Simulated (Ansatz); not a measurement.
## Al2Au, space group Fm-3m: a point defect in a supercell, step by step

With Ansatz 0.2.0 through its Python package.

Run as a notebook:

In [1]:
```python
import warnings

import ansatz as az
import numpy as np
```

In [2]:
```python
warnings.simplefilter("ignore", az.DeckWarning)

system = (
    az.Lattice.of([0.0, 3.0, 3.0], [3.0, 0.0, 3.0], [3.0, 3.0, 0.0])
    .atom("Al", [0.25, 0.25, 0.25])
    .atom("Al", [0.75, 0.75, 0.75])
    .atom("Au", [0.0, 0.0, 0.0])
)
host = system.supercell(2, 2, 1)
defective = host.substitution("In", at=[0.75, 0.75, 0.75], replaces="Al")
```

In [3]:
```python
def settled(structure):
    return (
        structure.calculation()
        .occupations("fermi_dirac")
        .pseudopotentials("paw")
        .kpoints(3)
        .band_table()
    )


perfect = settled(host).run(threads=1, backend="cpu").report
calc = (
    settled(defective)
    .relax(force_tolerance=0.05, max_steps=25)
)
result = calc.run(threads=1, backend="cpu")
summary = result.report
```

In [4]:
```python
summary["converged"], summary["free_energy_ev"]
```
Out [4]:
```text
(True, -61961.91299115661)
```

In [5]:
```python
[(site.symbol, site.position_frac.round(4).tolist()) for site in result.lattice.sites]
```
Out [5]:
```text
[(<Element.AL: 'Al'>, [0.1241, 0.1241, 0.2518]), (<Element.IN: 'In'>, [0.373, 0.373, 0.7541]),
 (<Element.AU: 'Au'>, [0.0, 0.0, -0.0001]), (<Element.AL: 'Al'>, [0.1229, 0.6297, 0.2474]),
 (<Element.AL: 'Al'>, [0.3714, 0.8764, 0.7523]), (<Element.AU: 'Au'>, [-0.0127, 0.5037, 0.0089]),
 (<Element.AL: 'Al'>, [0.6297, 0.1229, 0.2474]), (<Element.AL: 'Al'>, [0.8764, 0.3714, 0.7523]),
 (<Element.AU: 'Au'>, [0.5037, -0.0127, 0.0089]), (<Element.AL: 'Al'>, [0.6273, 0.6273, 0.2453]),
 (<Element.AL: 'Al'>, [0.8744, 0.8744, 0.7511]), (<Element.AU: 'Au'>, [0.5097, 0.5097, -0.0195])]
```

In [6]:
```python
n_host, n_defect = len(perfect["lattice"]["sites"]), len(summary["lattice"]["sites"])
print(f"perfect cell: {n_host} atoms, F = {perfect['free_energy_ev']:.4f} eV")
print(f"defect cell:  {n_defect} atoms, F = {summary['free_energy_ev']:.4f} eV")
print(f"difference {summary['free_energy_ev'] - perfect['free_energy_ev']:.4f} eV (no chemical potentials)")
```
```text
perfect cell: 12 atoms, F = -56902.5136 eV
defect cell:  12 atoms, F = -61961.9130 eV
difference -5059.3994 eV (no chemical potentials)
```

In [7]:
```python
for site in result.lattice.sites:
    print(f"{site.symbol:2s}", " ".join(f"{v:8.4f}" for v in site.position_ang))
```
```text
Al   1.5000   1.5000   1.4891
In   4.5000   4.5000   4.4755
Au   0.0000   0.0000   0.0005
Al   4.5207   1.4793   4.5156
Al   7.5151   4.4849   7.4865
Au   3.0491  -0.0491   2.9463
Al   1.4793   4.5207   4.5156
Al   4.4849   7.5151   7.4865
Au  -0.0491   3.0491   2.9463
Al   4.5000   4.5000   7.5280
Al   7.5000   7.5000  10.4933
Au   3.0000   3.0000   6.1168
```

In [8]:
```python
for label, run in (("perfect", perfect), ("defect", summary)):
    levels, filled = np.array(run["eigenvalues_ev"][0]), np.array(run["occupations"][0])
    top = int(np.argmin(np.abs(levels - run["fermi_energy_ev"])))
    window = slice(max(top - 3, 0), top + 4)
    print(label, "levels near E_F at the first k-point:", ", ".join(f"{e - run['fermi_energy_ev']:.2f} ({f:.2f})" for e, f in zip(levels[window], filled[window])))
```
```text
perfect levels near E_F at the first k-point: -5.10 (2.00), -2.21 (2.00), -2.20 (2.00), 0.25 (0.15), 0.25 (0.15), 0.28 (0.11), 0.28 (0.11)
defect levels near E_F at the first k-point: -5.08 (2.00), -2.28 (2.00), -2.27 (2.00), 0.20 (0.24), 0.31 (0.09), 0.33 (0.07), 0.34 (0.07)
```

Total energies depend on the potentials; only differences at equal settings carry meaning. A total without «per atom» is that of the whole cell that was run. The computed bands are complete only to about 3.7 eV above the Fermi level. For a metal this k-point mesh is coarse: on a finer one energies can move by several to tens of meV an atom and pressures by half a GPa or more, differences at one mesh by less. The relaxation stopped at 0.019 eV/Å, so the energy gained is a lower bound and displacements are uncertain. The difference holds no chemical potentials. Errors of mesh and smearing per atom add up over the supercell, so the energy can be off by tenths of an eV. Each cell's levels count from its own Fermi level and aren't aligned; one k-point can hide that the defect cell is metallic. No functional is typed, so the default, PBE, holds. The starting cell is as deposited in a crystallographic database; the results hold for this polymorph, which needn't be the stable one. Gaps and levels are Kohn-Sham values on a finite set of k-points, without spin-orbit coupling. The supercell is small, so the defect meets its images and the energies aren't those of an isolated defect; a partly filled defect level may also lower its energy by spin or distortion. For a charged cell the difference holds no correction, alignment or term for the electrons' reservoir. It ran for 46 s on 1 thread of Arm Neoverse V2, on a shared host, peak memory 0.57 GiB.
